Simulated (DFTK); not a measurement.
# MgO2 (R-3m) in DFTK: reference runs

How does MgO2 come out in PBEsol? The cell is run as given.

Program: DFTK 0.8.2. These are calculated values, not measurements. Logs are shortened: lines on timing, memory, paths and dates and some standing lists are left out, and cuts for length are marked.

## Step 1: The crystal as given

Symmetry: R-3m, No. 166, trigonal system. The conventional cell has a = 3.210 Å, b = 3.210 Å, c = 10.482 Å, α = 90.00°, β = 90.00°, γ = 120.00°. Mg (site symmetry -3m) has 6 O at 2.11 Å as nearest neighbours. Around O (site symmetry 3m) lie 1 O at 1.49 Å.

The cell comes from a database or a generator and needn't be the stable form of this composition.

## Step 2: Single point, PBEsol

Contents of run.jl:

```julia
using DFTK
using PseudoPotentialData
using Unitful, UnitfulAtomic
using LinearAlgebra, Printf
include("save.jl")
disable_threading()

# lattice vectors are the columns
lattice = austrip(1u"Å") * [   1.604761016   -1.604761016            0.0;
             0.9265092046   0.9265092046  -1.8530184092;
             3.4939788749   3.4939788749   3.4939788749]
symbols   = [:Mg, :O, :O]
positions = [[0.0, 0.0, 0.0],
             [0.571214, 0.571214, 0.571214],
             [0.428786, 0.428786, 0.428786]]
pseudopotentials = PseudoFamily("dojo.nc.sr.pbesol.v0_4_1.standard.upf")
elements = Dict(s => ElementPsp(s, pseudopotentials) for s in unique(symbols))
atoms    = [elements[s] for s in symbols]

build_model(lattice, positions; symmetries=true) =
    model_DFT(lattice, atoms, positions;
              functionals=PBEsol(),
              temperature=austrip(0.05u"eV"),
              smearing=Smearing.FermiDirac(),
              symmetries)
Ecut  = 42.0  # hartree
kgrid = [10, 10, 10]
tol   = 1e-6
to_GPa = ustrip(uconvert(u"GPa", 1u"hartree/bohr^3"))

model = build_model(lattice, positions)
basis = PlaneWaveBasis(model; Ecut, kgrid)
display(basis)
scfres = self_consistent_field(basis;
                               tol,
                               nbandsalg=AdaptiveBands(model; n_bands_converge=16))
display(scfres.energies)
@printf "Fermi level: %.6f eV\n" ustrip(auconvert(u"eV", something(scfres.εF, NaN)))
forces = compute_forces_cart(scfres)
println("Forces (eV/Å)")
for (s, f) in zip(symbols, forces)
    @printf "%-3s %12.6f %12.6f %12.6f\n" s ustrip.(auconvert.(u"eV/Å", f))...
end
stress = compute_stresses_cart(scfres)
println("Stress (GPa)")
display(round.(stress * to_GPa; digits=4))
println("Levels at the first k-point (eV): ", round.(ustrip.(auconvert.(u"eV", scfres.eigenvalues[1][1:scfres.n_bands_converge])); digits=4))
save_scf!(scfres; forces, stress)
```

Potentials or basis: dojo.nc.sr.pbesol.v0_4_1.standard.upf (PBEsol).

Command:

```sh
julia --threads=1 run.jl  # save.jl only writes the numbers to a file and isn't shown; printed stress counts tension as positive; times include loading and compiling
```

Output:

```text
PlaneWaveBasis discretization:

    Ecut                 : 42.0 Ha
    fft_size             : (45, 45, 45), 91125 total points
    kgrid                : MonkhorstPack([10, 10, 10])
    num.   red. kpoints  : 1000
    num. irred. kpoints  : 116

    Discretized Model(gga_x_pbe_sol+gga_c_pbe_sol, 3D):
        lattice (in Bohr)    : [3.03256   , -3.03256  , 0         ]
                               [1.75085   , 1.75085   , -3.5017   ]
                               [6.60266   , 6.60266   , 6.60266   ]
        unit cell volume     : 210.34 Bohr³

        atoms                : MgO₂
        pseudopot. family    : PseudoFamily("dojo.nc.sr.pbesol.v0_4_1.standard.upf")

        num. electrons       : 22
        spin polarization    : none
        temperature          : 0.0018375 Ha
        smearing             : DFTK.Smearing.FermiDirac()

        terms                : Kinetic()
                               AtomicLocal()
                               AtomicNonlocal()
                               Ewald(nothing)
                               PspCorrection()
                               Hartree()
                               Xc(gga_x_pbe_sol, gga_c_pbe_sol)
                               Entropy()
n     Energy            log10(ΔE)   log10(Δρ)   Diag   Δtime
---   ---------------   ---------   ---------   ----   ------
  1   -92.25192366823                   -0.47    4.3    13.7s
  2   -92.29345239366       -1.38       -0.95    2.0    9.47s
  3   -92.29486658943       -2.85       -1.37    2.1    9.72s
  4   -92.29499246413       -3.90       -2.07    1.0    7.24s
  5   -92.29500162519       -5.04       -2.81    1.5    7.77s
  6   -92.29500248589       -6.07       -3.43    2.7    9.86s
  7   -92.29500253820       -7.28       -4.00    2.1    8.07s
  8   -92.29500254069       -8.60       -4.62    2.2    8.44s
  9   -92.29500254083       -9.85       -5.10    2.5    9.47s
 10   -92.29500254084      -10.89       -6.05    2.0    8.00s
Energy breakdown (in Ha):
    Kinetic             55.8528768
    AtomicLocal         -83.9191589
    AtomicNonlocal      -23.1817022
    Ewald               -54.9527946
    PspCorrection       2.2633998
    Hartree             27.6828700
    Xc                  -16.0404935
    Entropy             -0.0000000

    total               -92.295002540841
Fermi level: 4.556812 eV
Forces (eV/Å)
Mg     -0.000000    -0.000000     0.000000
O       0.000000     0.000000    -0.315027
O      -0.000000    -0.000000     0.315027
Stress (GPa)
3×3 StaticArraysCore.SMatrix{3, 3, Float64, 9} with indices SOneTo(3)×SOneTo(3):
 3.7612  0.0     -0.0
 0.0     3.7612  -0.0
 0.0     0.0      7.249
Levels at the first k-point (eV): [-69.7196, -36.7019, -36.6697, -36.6697, -17.7582, -10.9676, -4.2691, 0.1501, 0.1501, 2.6689, 2.6689, 7.9715, 8.1819, 15.4463, 17.3076, 18.2425]
```

It took 2.9 min on 1 thread of AMD EPYC 9R45 (Zen 5), shared host; peak memory 2.4 GiB.

What came out:

```yaml
Free_energy: -2511.4750 eV
Pressure: -4.9 GPa
Largest_force: 0.315 eV/Å
Band_gap_on_the_k_mesh: 2.17 eV, direct
```

Forces in eV/Å, atoms in the order of the input:
```
Mg   0.000  0.000  0.000
O    0.000  0.000 -0.315
O    0.000  0.000  0.315
```

Stress tensor (GPa, compression positive):
```
-3.76  0.00  0.00
 0.00 -3.76  0.00
 0.00  0.00 -7.25
```

A k mesh can miss the band edges. PBEsol gaps usually lie below the measured ones, often by a third to a half.
